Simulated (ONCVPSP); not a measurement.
# Pseudopotential generation for Mg: ONCV, PBE

Task: generate the file, and judge it by its errors in other configurations, its logarithmic derivatives, its ghosts and its cutoff.

The numbers are computed with ONCVPSP 4.0.1.1 (patched build) (PBE, scalar-relativistic, spin-unpolarised reference atom).

**1. The design**

Typed settings, in words:

* element: magnesium (Mg, Z = 12)
* type: optimised norm-conserving Vanderbilt (ONCV)
* frozen core: [Ne]
* valence charge: 2
* reference configuration: 3s1.5 (charge +0.5)
* partial waves: 3s: rc 1.85 bohr, ncon 4, nbas 8, qcut 4.4 1/bohr, 2 projectors, debl 1.3 Ha; p scattering state at 0.46 Ha: rc 1.50 bohr, ncon 4, nbas 8, qcut 5.4 1/bohr, 2 projectors, debl 1.4 Ha
* local potential: polynomial inside 1.00 bohr (lpopt 5, dvloc0 2 Ha)
* core correction: Teter function, fcfact 3.5, rcfact 1.55

An earlier all-electron run gives the scale for the radii.

All-electron outer shells of the reference configuration (PBE, scalar-relativistic, ld1.x):

```json
{"shell": "2p", "level (eV)": "-50.87", "outermost node (bohr)": "–", "outermost maximum (bohr)": "0.48"}
{"shell": "3s", "level (eV)": "-7.92", "outermost node (bohr)": "0.90", "outermost maximum (bohr)": "2.47"}
{"shell": "3p", "level (eV)": "-4.04", "outermost node (bohr)": "0.95", "outermost maximum (bohr)": "3.13"}
```

**2. The generation run**

Mg.dat

```
# ATOM AND REFERENCE CONFIGURATION
# atsym  z   nc   nv     iexc    psfile
  Mg 12.00    3    1        4      upf
#
#   n    l    f
    1    0    2.00
    2    0    2.00
    2    1    6.00
    3    0    1.50
#
# PSEUDOPOTENTIAL AND OPTIMIZATION
# lmax
    1
#
#   l,   rc,      ep,       ncon, nbas, qcut
    0    1.85    0.00    4    8    4.40
    1    1.50    0.46    4    8    5.40
#
# LOCAL POTENTIAL
# lloc, lpopt,  rc(5),   dvloc0
    4    5    1.00    2.00
#
# VANDERBILT-KLEINMAN-BYLANDER PROJECTORs
# l, nproj, debl
    0    2    1.30
    1    2    1.40
#
# MODEL CORE CHARGE
# icmod, fcfact, rcfact
    3    3.50    1.55
#
# LOG DERIVATIVE ANALYSIS
# epsh1, epsh2, depsh
   -2.00    5.00    0.02
#
# OUTPUT GRID
# rlmax, drl
    6.00    0.01
#
# TEST CONFIGURATIONS
# ncnf
    4
# nvcnf
#   n    l    f
    1
    3    0    2.00
#
    1
    3    0    1.00
#
    2
    3    0    1.00
    3    1    1.00
#
    2
    3    0    0.00
    3    1    2.00
#
```

Command:

```console
oncvpsp.x < Mg.dat > Mg.out
```

What does the calculation give? Wanted: cutoffs for 1 and 0.1 mHa per electron, occupied waves; bound ghosts; GHOST(+) flags; largest test error; largest phase difference near zero energy, channels read; rms error of d²Exc/dn², without and with the model core.

The runs gave:

| quantity | value |
| --- | --- |
| cutoffs for 1 and 0.1 mHa per electron, occupied waves | 3.9 Ha and 5.9 Ha |
| bound ghosts | s at -65.46 eV, p at -36.45 eV |
| GHOST(+) flags | none at low energy |
| largest test error (AE − PS) | -6.9 meV, for 3s1 3p1 |
| largest phase difference near zero energy, channels read | 0.013 rad |
| rms error of d²Exc/dn², without and with the model core | 5.75 and 1.34 mHa |

It has a bound ghost (s, p), a state that the atom doesn't have, and that rules the file out. The worst unpolarised test, 3s1 3p1, is off by 6.9 meV on 0.3 eV; by total energies transferability rates as good. Atomic tests can pass in spite of a ghost, since they solve only for the levels asked. It counts as soft on the atom at that tolerance, with 3.9 Ha needed at the looser tolerance. That counts occupied waves only; other projectors can need more. Near zero energy the phases of the channels with partial waves agree within 0.013 rad. These are tests on the free atom; a crystal test is still owed.
